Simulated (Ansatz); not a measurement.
**BrF2HSSi: two vibrations frozen in**

Aim: map the energy of BrF₂HSSi, SMILES F[Si](F)(S)Br over two coordinates, and find its wells, ridges and stiffness.

Method: RKS PBE0-D4/def2-SVP; program: Ansatz 0.2.0.

### 1 Starting geometry

SMILES `F[Si](F)(S)Br`, 6 atoms, charge 0, spin multiplicity 1.

Atoms are counted from 1 here; the program's logs count them from 0.

Bond lengths: F1–Si2 1.622 Å, Si2–F3 1.620 Å, Si2–S4 2.121 Å, Si2–Br5 2.208 Å, S4–H6 1.365 Å. Angles: F1–Si2–F3 107.2°, F1–Si2–S4 112.3°, F1–Si2–Br5 106.8°, F3–Si2–S4 106.4°, F3–Si2–Br5 110.0°, S4–Si2–Br5 114.0°, Si2–S4–H6 92.3°.

Geometry (Å):

```xyz
6
BrF2HSSi
F     1.1665   -0.3816    1.3129
Si    0.2632   -0.4073   -0.0345
F     0.0544   -1.9616   -0.4406
S    -1.6756    0.3941    0.2796
Br    1.4211    0.6336   -1.6000
H    -1.1874    1.6586    0.4365
```

This geometry comes from a loose relaxation at PBE in a small basis, which is not shown.

### 4 Setting up the map

First coordinate, normal mode 3 (193 cm⁻¹): 13 values from −0.918 amu½·Å. Second coordinate, normal mode 4 (229 cm⁻¹): 13 values from −2.50 amu½·Å.

Nothing else is relaxed (straight displacements along the two mass-weighted modes). Energies count from the relaxed molecule at the same level. Points are written as (first, second).

The patterns, per unit of each coordinate (Å):

```
atom      x1      y1      z1      x2      y2      z2
  F1  -0.091  -0.011   0.053   0.036  -0.083   0.082
 Si2  -0.011   0.020  -0.001   0.045   0.062   0.069
  F3   0.100   0.026  -0.078  -0.035   0.100  -0.026
  S4  -0.010   0.013   0.071  -0.012  -0.039  -0.043
 Br5   0.006  -0.017  -0.016  -0.009  -0.010  -0.021
  H6  -0.034   0.098  -0.479  -0.165   0.009   0.028
```

(The set-up runs are not shown.)

### 5 Point (−0.918 amu½·Å, 0.42 amu½·Å)

File input.yaml:

```yaml
crystal:
  periodic: [false, false, false]
  atoms:
    - { symbol: F, position_ang: [1.251865, -0.400968, 1.283782] }
    - { symbol: Si, position_ang: [0.289963, -0.397159, -0.006673] }
    - { symbol: F, position_ang: [-0.046431, -1.925606, -0.375568] }
    - { symbol: S, position_ang: [-1.656207, 0.36567, 0.189708] }
    - { symbol: Br, position_ang: [1.403679, 0.630998, -1.583963] }
    - { symbol: H, position_ang: [-1.222134, 1.561704, 0.897176] }
basis:
  gaussian: { orbitals: def2-SVP }
hamiltonian:
  xc: pbe0
  dispersion: d4
output:
  forces: true
```

Command:

```sh
$ ansatz run input.yaml --threads 1 --pin off --max-ram 2560MiB --backend cpu --events-out ev --progress --plain --runs-dir out
```

The session goes on with these runs: the other points that were computed.

What does the calculation give? Wanted: lowest point; highest computed point; dipole moment.

The runs gave:

```
               quantity                                                                                                   value
           lowest point                                                                    (0.000 amu½·Å, 0.00 amu½·Å), 0.00 eV
 highest computed point                                                  (0.918 amu½·Å, −2.50 amu½·Å), 1.12 eV above the lowest
      dipole moment (D)  1.23 at (−0.918 amu½·Å, −2.50 amu½·Å) to 2.67 at (0.918 amu½·Å, 2.50 amu½·Å); 1.82 at the lowest point
time for the whole task                                                                        8.8 min on 1 thread, shared host
```

**Reading.** The lowest computed point is at (0.000 amu½·Å, 0.00 amu½·Å), 0.00 eV from the relaxed molecule at the same level. The grid shows no other well, apart from its symmetry copies. The highest computed point, (0.918 amu½·Å, −2.50 amu½·Å), lies 1.12 eV above the lowest. Round the minimum the two coordinates are nearly uncoupled.
